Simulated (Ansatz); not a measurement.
# C₂H₇GaSi: one species, many methods

An exercise on one series of results from a longer session: the logs are not shown, and one member is left open.

The runs use Ansatz 0.2.0, Gaussian basis; functionals in def2-TZVPP, the program's frozen cores in correlated methods.

The runs, in order: PBE-D4, r2SCAN-D4, PBE0-D4, B3LYP-D4, ωB97X-V, ωB97M-V, B2PLYP; CCSD(T)/def2-TZVPP; MP2/def2-QZVPP; extrapolation to the limit.

**Structure used throughout**

An earlier PBE0-D4 in a triple-zeta def2 set relaxation fixed the geometry.

11 atoms, charge 0, spin multiplicity 1.

Atoms are counted from 1 here; the program's logs count them from 0.

Bond lengths: Si1–C2 1.848 Å, Si1–H5 1.490 Å, Si1–H6 1.529 Å, Si1–H7 1.480 Å, C2–C3 1.369 Å, C2–Ga4 2.548 Å, C2–H8 1.085 Å, C3–Ga4 2.379 Å, C3–H9 1.086 Å, C3–H10 1.087 Å, Ga4–H11 1.667 Å. Angles: C2–Si1–H5 112.6°, C2–Si1–H6 102.5°, C2–Si1–H7 114.8°, H5–Si1–H6 103.8°, H5–Si1–H7 110.0°, H6–Si1–H7 112.3°, Si1–C2–C3 117.9°, Si1–C2–Ga4 83.9°, Si1–C2–H8 121.5°, C3–C2–Ga4 67.2°, C3–C2–H8 119.7°, Ga4–C2–H8 109.4°, C2–C3–Ga4 80.8°, C2–C3–H9 121.3°, C2–C3–H10 122.1°, Ga4–C3–H9 94.7°, Ga4–C3–H10 107.5°, H9–C3–H10 115.1° and more.

Set-up of the first run:

File in.yaml:

```yaml
crystal:
  periodic: [false, false, false]
  atoms:
    - {symbol: Si, position_ang: [-0.789041, 1.113443, 0.069899]}
    - {symbol: C, position_ang: [0.292962, -0.104390, -0.802065]}
    - {symbol: C, position_ang: [1.426777, -0.527526, -0.162645]}
    - {symbol: Ga, position_ang: [-0.202870, -1.580043, 1.214971]}
    - {symbol: H, position_ang: [-0.142940, 2.447049, 0.222544]}
    - {symbol: H, position_ang: [-0.828158, 0.561939, 1.495297]}
    - {symbol: H, position_ang: [-2.142112, 1.269082, -0.508964]}
    - {symbol: H, position_ang: [-0.034126, -0.608107, -1.705119]}
    - {symbol: H, position_ang: [1.867505, 0.049532, 0.644849]}
    - {symbol: H, position_ang: [2.062990, -1.307677, -0.571621]}
    - {symbol: H, position_ang: [-1.445687, -1.370503, 0.123253]}
basis:
  gaussian: {orbitals: def2-TZVPP}
hamiltonian: {xc: pbe, dispersion: d4}
output: {forces: true, orbitals: {seedname: orbitals}}
```

Command:

```console
ansatz run in.yaml --threads 4 --pin off --events-out ev --progress --plain --max-ram 10444MiB
```

Steps of the session up to this table: PBE-D4 (GGA); r2SCAN-D4 (meta-GGA); PBE0-D4 (hybrid); B3LYP-D4 (hybrid); ωB97X-V (range-separated); ωB97M-V (range-separated); B2PLYP (double hybrid); CCSD(T) in def2-TZVPP; MP2 in def2-QZVPP.

One table of the session follows, with a row left open; its other results are not shown here.

```
            method  atomisation energy (kJ/mol)
            PBE-D4                       3610.0
         r2SCAN-D4                       3585.0
           PBE0-D4                       3566.5
          B3LYP-D4                       3568.0
           ωB97X-V                       3565.2
           ωB97M-V                       3567.9
            B2PLYP                       3520.3
     HF/def2-TZVPP                       2620.5
    MP2/def2-TZVPP                       3501.6
   CCSD/def2-TZVPP                       3438.7
CCSD(T)/def2-TZVPP                       3492.6
           MP2/CBS                       3586.4
       CCSD(T)/CBS                            ?
```

Estimate the missing values for CCSD(T)/CBS.

As computed: atomisation energy (kJ/mol): 3577.4. In the column «atomisation energy (kJ/mol)» it lies between B3LYP-D4 (3568.0) and r2SCAN-D4 (3585.0).
